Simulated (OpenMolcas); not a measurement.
# A workflow on Si

Wanted: a series of 9 runs (ROHF/def2-SVP, CASSCF(4,4)/def2-SVP, CASPT2(4,4)/def2-SVP, CASPT2[IPEA 0](4,4)/def2-SVP, SC-NEVPT2(4,4)/def2-SVP, PC-NEVPT2(4,4)/def2-SVP, MC-PDFT[tPBE](4,4)/def2-SVP, MC-PDFT[ftPBE](4,4)/def2-SVP, and more) of Si. 

The calculation is run with OpenMolcas 26.06.

88 further runs of the same task are left out: 88 set aside as unsound or not needed.

## Step 1: A single-point energy at ROHF/def2-SVP (run 1)

File struct.xyz:

```xyz
1

Si     0.000000     0.000000     0.000000
```

File step1.input:

```
&GATEWAY
 BasLib = $CurrDir
 Coord = struct.xyz
 Basis = def2-SVP
 Group = NoSym

&SEWARD

&SCF
 UHF
 Spin = 3
 PrOrbitals = 1 1

&RASSCF
 FileOrb = $Project.UnaOrb
 Spin = 3
 Nactel = 2 0 0
 Inactive = 6
 Ras2 = 2
 OutOrbitals = Canonical
 OrbListing = NoCore
```

The basis set def2-SVP is read from a file made from the Basis Set Exchange's data (not shown).

Run with:

```console
$ export MOLCAS_MEM=1860
$ pymolcas step1.input > step1.log
```

Log:

```text
--- Start Module: gateway ---
[...]
--- Stop Module: gateway /rc=_RC_ALL_IS_WELL_ ---
[...]
      Basis functions           18
[...]
--- Start Module: scf ---
[...]
       Convergence after  19 Iterations
[...]
::    Total SCF energy                               -288.7531284762
[...]
      Total spin, S                                     1.0029663277
[...]
--- Stop Module: scf /rc=_RC_ALL_IS_WELL_ ---
--- Start Module: rasscf ---
[...]
      Number of active orbitals                  2
[...]
      Spin quantum number                      1.0
[...]
      Active orbitals                            2
[...]
      Number of CSFs                             1
[...]
      Number of root(s) required                 1
[...]
      Convergence after  7 iterations
[...]
      printout of CI-coefficients larger than  0.05 for root  1
      energy=    -288.749819
      conf/sym  11     Coeff  Weight
             1  uu   1.00000 1.00000
      Natural orbitals and occupation numbers for root  1
      sym 1:   1.000000   1.000000
      ************************************************************************************************************************
      *                                                    Final results                                                     *
[...]
::    RASSCF root number  1 Total energy:   -288.74981915
[...]
      Total electronic charge=   14.000000
      Total            charge=   -0.000000
[...]
      Dipole Moment (debye):
      Origin of the operator (angstrom)=    0.0000    0.0000    0.0000
                   X=  4.3230E-16               Y=  7.4237E-16               Z=  4.7805E-16           Total=  9.8312E-16
      Quadrupole Moment (debye*angstrom):
[...]
--- Stop Module: rasscf /rc=_RC_ALL_IS_WELL_ ---
[...]
```

Wall time 2 s (1 thread of Intel Xeon 6975P-C (Granite Rapids), shared host); peak memory 0.37 GiB.

## Step 2: The Si atom: a single-point energy at CASSCF(4,4)/def2-SVP (run 2)

struct.xyz is that of step 1.

File step2.inp:

```
&GATEWAY
 BasLib = $CurrDir
 Coord = struct.xyz
 Basis = def2-SVP
 Group = NoSym

&SEWARD

&RASSCF
 FileOrb = $CurrDir/step1.RasOrb
 Spin = 3
 Nactel = 4 0 0
 Inactive = 5
 Ras2 = 4
 OrbListing = NoCore
```

The basis set def2-SVP is read from a file made from the Basis Set Exchange's data (not shown).

Run the same way, it converges to -288.76293 Eh (log not shown).

Runs 3 to 4 aren't shown in full; the table further down has their settings and results.

## Step 3: The Si atom: the energy at SC-NEVPT2(4,4)/def2-SVP (run 5)

struct.xyz is that of step 2.

File step5.input:

```
&GATEWAY
  BasLib=$CurrDir
  Coord=struct.xyz
  Basis=def2-SVP
  Group=NoSym

&SEWARD

&RASSCF
  FileOrb=$CurrDir/step2.RasOrb
  Spin=3
  Nactel=4 0 0
  Inactive=5
  Ras2=4
  OrbListing=NoCore

&CASPT2
  SC-NEVPT2
  Frozen=5
```

The basis set def2-SVP is read from a file made from the Basis Set Exchange's data (not shown).

Run with:

```console
$ export MOLCAS_MEM=1860
$ pymolcas step5.input > step5.log
```

Log:

```text
--- Start Module: gateway ---
[...]
--- Stop Module: gateway /rc=_RC_ALL_IS_WELL_ ---
[...]
      Basis functions           18
[...]
--- Start Module: rasscf ---
[...]
      Number of active orbitals                  4
[...]
      Spin quantum number                      1.0
[...]
      Active orbitals                            4
[...]
      Number of CSFs                            15
[...]
      Number of root(s) required                 1
[...]
      Convergence after  4 iterations
[...]
      printout of CI-coefficients larger than  0.05 for root  1
      energy=    -288.762931
      conf/sym  1111     Coeff  Weight
             1  2uu0  -0.99000 0.98010
            15  0uu2   0.14108 0.01990
      Natural orbitals and occupation numbers for root  1
      sym 1:   1.960194   1.000000   1.000000   0.039806
      ************************************************************************************************************************
      *                                                    Final results                                                     *
[...]
::    RASSCF root number  1 Total energy:   -288.76293124
[...]
      Total electronic charge=   14.000000
      Total            charge=   -0.000000
[...]
      Dipole Moment (debye):
      Origin of the operator (angstrom)=    0.0000    0.0000    0.0000
                   X=  4.3370E-16               Y=  7.5099E-16               Z=  4.5000E-16           Total=  9.7703E-16
      Quadrupole Moment (debye*angstrom):
[...]
--- Stop Module: rasscf /rc=_RC_ALL_IS_WELL_ ---
--- Start Module: caspt2 ---
[...]
 ###    WARNING: User changed nr of frozen orbitals.                         ###
 ###############################################################################
[...]
      E2 (Variational):          -0.0394407199
[...]
      E2 (Variational):          -0.0393227811
      Total energy:            -288.8022540168
[...]
      Reference weight:           0.97431
[...]
::    SC-NEVPT2 Root  1     Total energy:   -288.80225402
[...]
--- Stop Module: caspt2 /rc=_RC_ALL_IS_WELL_ ---
[...]
```

Run time: 1.3 s. Hardware: 1 thread of Intel Xeon 6975P-C (Granite Rapids), shared host; peak memory 0.37 GiB.

Runs 6 to 8 aren't shown in full; the table further down has their settings and results.

## Step 4: The Si atom: a single-point energy at MRCI(4,4)/def2-SVP (run 9)

struct.xyz is that of step 3.

File step9.inp:

```
* Si MRCI
&gateway
baslib=$CurrDir
coord=struct.xyz
basis=def2-SVP
group=NoSym
&seward
&rasscf
fileorb=$CurrDir/step2.RasOrb
spin=3
nactel=4 0 0
inactive=5
ras2=4
orblisting=NoCore
&motra
lumorb
frozen=5
&guga
electrons=4
spin=3
inactive=0
active=4
ciall=1
&mrci
sdci
```

The basis set def2-SVP is read from a file made from the Basis Set Exchange's data (not shown).

Run with:

```console
$ export MOLCAS_MEM=1860
$ pymolcas step9.inp > step9.log
```

Log:

```text
--- Start Module: gateway ---
[...]
--- Stop Module: gateway /rc=_RC_ALL_IS_WELL_ ---
[...]
      Basis functions           18
[...]
      Number of active orbitals                  4
[...]
      Spin quantum number                      1.0
[...]
      Active orbitals                            4
[...]
      Number of CSFs                            15
[...]
      Number of root(s) required                 1
[...]
      Convergence after  4 iterations
[...]
      printout of CI-coefficients larger than  0.05 for root  1
      energy=    -288.762931
      conf/sym  1111     Coeff  Weight
             1  2uu0  -0.99000 0.98010
            15  0uu2   0.14108 0.01990
      Natural orbitals and occupation numbers for root  1
      sym 1:   1.960194   1.000000   1.000000   0.039806
      ************************************************************************************************************************
      *                                                    Final results                                                     *
[...]
::    RASSCF root number  1 Total energy:   -288.76293124
[...]
      Dipole Moment (debye):
      Origin of the operator (angstrom)=    0.0000    0.0000    0.0000
                   X=  4.3370E-16               Y=  7.5099E-16               Z=  4.5000E-16           Total=  9.7703E-16
      Quadrupole Moment (debye*angstrom):
[...]
      *** WARNING: Default frozen orbitals is overwritten by user input.
      *** Default values:   2
[...]
--- Start Module: guga ---
[...]
--- Stop Module: guga /rc=_RC_ALL_IS_WELL_ ---
--- Start Module: mrci ---
[...]
       (But an ACPF correction will be computed)
       USE THE DEFAULT ACPF G-VALUE GFAC=  0.50000000000000000
[...]
                      CI ENERGY:  -288.81515685
[...]
                ACPF CORRECTION:    -0.00116142
[...]
      Total electronic charge=   14.000000
      Total            charge=    0.000000
[...]
     ACPF CORRECTION:     -0.00116142
[...]
  CI State   1     Total energy:   -288.81515685     QDav:     -0.00237568     QACPF:     -0.00116142
[...]
--- Stop Module: mrci /rc=_RC_ALL_IS_WELL_ ---
[...]
```

It took 1.4 s on 1 thread of Intel Xeon 6975P-C (Granite Rapids), shared host; peak memory 0.37 GiB.

## Step 5: All runs side by side

| run | level | active rule | inactive | energy (Eh) | dipole moment (D) of the reference | wall time |
| --- | --- | --- | --- | --- | --- | --- |
| 1 | ROHF/def2-SVP | – | – | -288.749819 | 0.00 | 2 s |
| 2 | CASSCF(4,4)/def2-SVP | full valence | 5 | -288.762931 | 0.00 | 1.4 s |
| 3 | CASPT2(4,4)/def2-SVP | full valence | 5 | -288.799603 | 0.00 | 1.3 s |
| 4 | CASPT2[IPEA 0](4,4)/def2-SVP | full valence | 5 | -288.806299 | 0.00 | 1.4 s |
| 5 | SC-NEVPT2(4,4)/def2-SVP | full valence | 5 | -288.802254 | 0.00 | 1.3 s |
| 6 | PC-NEVPT2(4,4)/def2-SVP | full valence | 5 | -288.802372 | 0.00 | 1.3 s |
| 7 | MC-PDFT[tPBE](4,4)/def2-SVP | full valence | 5 | -289.118385 | 0.00 | 1.3 s |
| 8 | MC-PDFT[ftPBE](4,4)/def2-SVP | full valence | 5 | -289.183402 | 0.00 | 1.3 s |
| 9 | MRCI(4,4)/def2-SVP | full valence | 5 | -288.815157 | 0.00 | 1.4 s |

## Step 6: Summary of results

| quantity | value |
| --- | --- |
| Si atom, run 9: total energy | -288.81516 Eh |
| Si atom, run 9: dipole moment (CASSCF density) | 0.00 D |

In words: Below the ROHF energy at the same shape and in the same basis (def2-SVP): CASSCF(4,4) -13.1 mEh; CASPT2(4,4) -49.8 mEh; CASPT2[IPEA 0](4,4) -56.5 mEh; SC-NEVPT2(4,4) -52.4 mEh; PC-NEVPT2(4,4) -52.6 mEh; MRCI(4,4) -65.3 mEh. Active-space methods hold only the correlation inside their space unless a perturbation or CI step follows. All runs together took 13 s, the longest 2 s.
